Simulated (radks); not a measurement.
# Ionising hafnium step by step, Hf to Hf²³⁺

One table from this session's results is given with a row withheld; the runs are named, their logs left out.

Method: scalar-relativistic Kohn-Sham, PBE, spin-polarised, spherical densities, finite nucleus; open shells are filled with parallel spins first. Code: radks (a radial shooting solver on a logarithmic mesh, Libxc functionals) version 1.

## Starting point

| Property | Result |
| --- | --- |
| element | hafnium (Z = 72) |
| charges | 0 to 23 |
| first configuration | [Xe] 4f14 5d2 6s2 |
| last configuration | [Kr] 4d10 4f3 |

Outer shells as boxes (Hund's rule):

Hf
```
[Xe] core
4f [↑↓][↑↓][↑↓][↑↓][↑↓][↑↓][↑↓]
5d [↑ ][↑ ][  ][  ][  ]
6s [↑↓]
```

Hf²³⁺
```
[Kr] core
4d [↑↓][↑↓][↑↓][↑↓][↑↓]
4f [↑ ][↑ ][↑ ][  ][  ][  ][  ]
```

Set-up of the first run:

Input:

```text
Z 72
configuration [Xe] 4f14 5d2 6s2
relativity scalar-relativistic
functional pbe,pbe
spin polarised
nucleus finite rms 5.347 fm
c 137.035999084
```

Steps of the session up to this table: Hf, [Xe] 4f14 5d2 6s2.

One table of the session follows, with a row left open; its other results are not shown here.

It belongs to the step «Hf, [Xe] 4f14 5d2 6s2». From the orbitals of this run (lengths in bohr):

| level | <r> | outermost maximum (interpolated) | 90 % within | nodes |
| --- | --- | --- | --- | --- |
| 5p up | 1.346 | 1.16 | 1.98 | 3 |
| 5p down | 1.339 | 1.16 | 1.97 | 3 |
| 4f up | 0.6794 | 0.455 | 1.15 | 0 |
| 4f down | 0.6752 | 0.455 | 1.14 | 0 |
| 6s up | 3.402 | 2.88 | 5.04 | 5 |
| 6s down | ? | ? | ? | ? |
| 5d up | 2.469 | 1.70 | 4.08 | 2 |
| 5d down | 2.609 | 1.69 | 4.42 | 2 |

Q: Estimate the row for 6s down from the others.

The run gave: <r>: 3.528; outermost maximum (interpolated): 2.94; 90 % within: 5.27; nodes: 5. In the column «<r>» it is the highest.

Caveats from the session: Open shells are spherical and high-spin; term and fine-structure splittings are not resolved.
